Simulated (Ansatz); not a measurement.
# HfC+ (quartet): wave-function methods side by side, def2-SVP

Aim: climb from Hartree-Fock through coupled cluster for HfC+ (quartet) at one geometry and basis, and see what each rung misses.

Program: Ansatz 0.2.0, Gaussian basis. Level of theory: def2-SVP, core rule «outside noble gas», up to 5 orbitals frozen. These are calculated values, not measurements.

To be run: UHF; CCSD(T) on ROHF; CCSD(T) on UHF; CISD; CCSDT(Q) on ROHF; CCSDT(Q) on UHF; CISDTQ; CCSDTQ on ROHF; CCSDTQ on UHF; Full CI.

7 further runs of the same task are left out: 5 for a known fault of the program, 2 set aside as unsound or not needed.

## 1. The system

The geometry is a PBE0/def2-TZVP stationary point (not a proven minimum) of the parent state, kept for this charge and spin. No spin-orbit coupling is included. Elements past krypton take def2 core potentials.

2 atoms, charge 1, spin multiplicity 4.

Atoms are counted from 1 here; the program's logs count them from 0.

Bond lengths: Hf1–C2 1.779 Å.

Coordinates:

```xyz
2

Hf    0.0000    0.0000    0.0000
C     0.0000    0.0000    1.7790
```

## 2. UHF

Contents of in.yaml:

```yaml
crystal:
  periodic: [false, false, false]
  atoms:
    - {symbol: Hf, position_ang: [0.000000, 0.000000, 0.000000]}
    - {symbol: C, position_ang: [0.000000, 0.000000, 1.779000]}
basis:
  gaussian: {orbitals: def2-SVP}
total_charge: 1
magnetization: {spin_polarized: true, initial_magnetization: 3}
hamiltonian: {xc: hf}
output: {orbitals: {seedname: orbitals}}
```

Launch:

```
$ ansatz run in.yaml --threads 1 --pin off --events-out ev --progress --plain --max-ram 3956MiB --backend cpu
```

Further steps of the session: CCSD(T) on ROHF; CCSD(T) on UHF; CISD; CCSDT(Q) on ROHF; CCSDT(Q) on UHF; CISDTQ; CCSDTQ on ROHF; CCSDTQ on UHF; Full CI.

Before running them: what should the planned runs give, taken together? Wanted: FCI below the RHF energy; RMP2 from FCI; UMP2 from FCI; RCCSD from FCI; RCCSD(T) from FCI; UCCSD(T) from FCI; RCCSDT(Q) from FCI; UCCSDT(Q) from FCI; T1 diagnostic.

The runs gave:

```
                         quantity                                                             value
         FCI below the RHF energy                                                        -4.5972 eV
                    RMP2 from FCI                                                        +659.6 meV
                    UMP2 from FCI                                                        +867.6 meV
                   RCCSD from FCI                                                        +291.5 meV
                RCCSD(T) from FCI                                                         +57.6 meV
                UCCSD(T) from FCI                                                         +37.0 meV
               RCCSDT(Q) from FCI                                                          +3.2 meV
               UCCSDT(Q) from FCI                                                         -27.8 meV
levels within 1 kcal/mol (43 meV)  UCCSD(T), RCCSDT, UCCSDT, RCCSDT(Q), UCCSDT(Q), RCCSDTQ, UCCSDTQ
                    T1 diagnostic                                                             0.037
   effectively unpaired electrons                                                              3.12
```

What this shows: RCCSD(T) misses by +57.6 meV, 1.3 % of the correlation energy. CCSD(T) misses by +57.6 meV on the restricted determinant and by +37.0 meV on the unrestricted one; the two need not hold the same state or core. UCCSDT, UCCSDT(Q), UCCSDTQ fall below full CI: unrestricted runs freeze a spin-polarised core, another one than full CI's, and coupled cluster isn't variational. One determinant dominates. These misses are within one basis, not against nature; the frozen cores of restricted and unrestricted runs differ, which can shift their rows.
